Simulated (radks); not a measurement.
# Re⁵⁷⁺ in [He] 2s2 2p4 3s2 3p6 4p2: an all-electron calculation

One table from this session's results is given with a row withheld; the runs are named, their logs left out.

Method: Dirac Kohn-Sham, PBEsol, spin-unpolarised, spherical densities, finite nucleus; open shells fill j = l - 1/2 first. Code: radks (a radial shooting solver on a logarithmic mesh, Libxc functionals) version 1.

## What is computed

```
element            : rhenium (Z = 75)
charge             : +57
electrons          : 18
configuration      : [He] 2s2 2p4 3s2 3p6 4p2
nuclear rms radius : 5.3698 fm
```

Set-up of the first run:

The run's settings:

```text
Z 75
configuration [He] 2s2 2p4 3s2 3p6 4p2 4s0 3d0
relativity Dirac
functional pbe_sol,pbe_sol
spin unpolarised
j_filling energy
nucleus finite rms 5.3698 fm
c 137.035999084
```

One table of the session follows, with a row left open; its other results are not shown here.

It belongs to the step «Radial structure». From the orbitals of this run (lengths in bohr):

| level | <r> | outermost maximum (interpolated) | 90 % within | nodes |
| --- | --- | --- | --- | --- |
| 1s1/2 | 0.01803 | 0.0112 | 0.0329 | 0 |
| 2s1/2 | 0.07435 | 0.0641 | 0.116 | 1 |
| 2p1/2 | 0.06129 | 0.0475 | 0.102 | 0 |
| 2p3/2 | 0.06900 | 0.0542 | 0.112 | 0 |
| 3s1/2 | 0.1813 | 0.172 | 0.265 | 2 |
| 3p1/2 | 0.1698 | 0.160 | 0.254 | 1 |
| 3p3/2 | ? | ? | ? | ? |
| 3d3/2 | 0.1549 | 0.131 | 0.237 | 0 |
| 3d5/2 | 0.1586 | 0.134 | 0.241 | 0 |
| 4s1/2 | 0.3431 | 0.346 | 0.484 | 3 |
| 4p1/2 | 0.3341 | 0.337 | 0.477 | 2 |
| 4p3/2 | 0.3503 | 0.354 | 0.499 | 2 |

Q: Estimate the row for 3p3/2 from the others.

As computed: <r>: 0.1817; outermost maximum (interpolated): 0.172; 90 % within: 0.270; nodes: 1. In the column «<r>» it lies between 3s1/2 (0.1813) and 4p1/2 (0.3341).
